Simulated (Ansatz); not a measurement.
# Ru: a slab and its surfaces, (10-10), 6 layers

What do the surfaces of Ru (10-10), 6 layers cost, and how tightly do they hold an electron? Methods of the runs shown: PAW. Its runs: bulk cell relaxed (PAW); bulk in the slab's orientation (PAW); the reference run (PAW); atoms relaxed (PAW); field of 0.3 V/Å along the normal (PAW); core holes in 3d of Ru (PAW); Rh in place of Ru in the outer layer (PAW); Rh in place of Ru in the middle layer (PAW).

Method: DFT, LDA, PAW with Ansatz's default frozen-core files, scalar-relativistic, in Ansatz 0.2.0.

## 1. Starting point

It takes space group P6_3/mmc (No. 194, hexagonal). The conventional cell has a = 2.684 Å, b = 2.684 Å, c = 4.349 Å, α = 90.00°, β = 90.00°, γ = 120.00°. Ru (site symmetry -6m2) has 12 Ru at 2.67 to 2.68 Å as nearest neighbours.

As a file:

```cif
data_structure
_symmetry_space_group_name_H-M 'P 1'
_symmetry_Int_Tables_number 1
_cell_length_a 2.6844
_cell_length_b 2.6844
_cell_length_c 4.3488
_cell_angle_alpha 90.000
_cell_angle_beta 90.000
_cell_angle_gamma 120.000
_cell_volume 27.14
loop_
_atom_site_label
_atom_site_type_symbol
_atom_site_fract_x
_atom_site_fract_y
_atom_site_fract_z
_atom_site_occupancy
Ru1 Ru 0.33333 0.66667 0.25000 1
Ru2 Ru 0.66667 0.33333 0.75000 1
```

Atoms are numbered in the order of the input: Ru1, Ru2.

## 2. Bulk cell relaxed, PAW

input.yaml

```yaml
crystal:
  lattice:
    - [2.684446372, 0.0, 0.0]
    - [-1.342223186, 2.3247987533, 0.0]
    - [0.0, 0.0, 4.3488031227]
  atoms:
    - { symbol: Ru, position: [0.3333333333, 0.6666666667, 0.25] }
    - { symbol: Ru, position: [0.6666666667, 0.3333333333, 0.75] }
kpoints:
  mp_grid: { grid: [19, 19, 10] }
scf:
  occupations: { method: fermi_dirac, width: 0.08 }
hamiltonian:
  xc: lda
  pseudopotentials: { kind: paw }
output:
  forces: true
  stress: true
relax:
  f_tol: 0.005
  max_steps: 40
  cell: {}
```

On the command line:

```sh
> ansatz run input.yaml --threads 2 --pin off --max-ram 4096MiB --backend cpu --events-out ev --progress --plain --runs-dir out
```

Further steps of the session: Bulk in the slab's orientation, PAW; Slab as cut, PAW; Atoms relaxed, PAW; Field of 0.3 V/Å along the normal, PAW; Core holes in 3d of Ru, PAW; Rh in place of Ru in the outer layer, PAW; Rh in place of Ru in the middle layer, PAW.

Q: Predict the outcome of this session. Wanted: surface energy; work function; outer layer spacing; surface core-level shift by Z+1; core-level shifts among the layers.

As calculated:

```
                                      quantity                               value
                 surface energy (PAW, relaxed)                           3.52 J/m²
                  work function (PAW, relaxed)                             5.20 eV
                     outer layer spacing (PAW)                       0.77 → 0.63 Å
         surface core-level shift by Z+1 (PAW)                            -0.53 eV
core-level shifts among the layers (PAW holes)  Ru1 +0.00, Ru2 +0.27, Ru3 +0.64 eV
```

**Reading.** By PAW the surface costs 3.64 J/m² as cut and 3.52 J/m² relaxed. The outermost spacing changes by -18.1 % (PAW). The field of 0.3 V/Å along the normal induces a dipole of 0.156 e·Å per cell (PAW). Putting the next element in the outer rather than the middle layer costs -0.53 eV (PAW); in the Z+1 picture that is the binding energy at the surface less that inside. Thickness wasn't converged, and no reconstruction was sought.
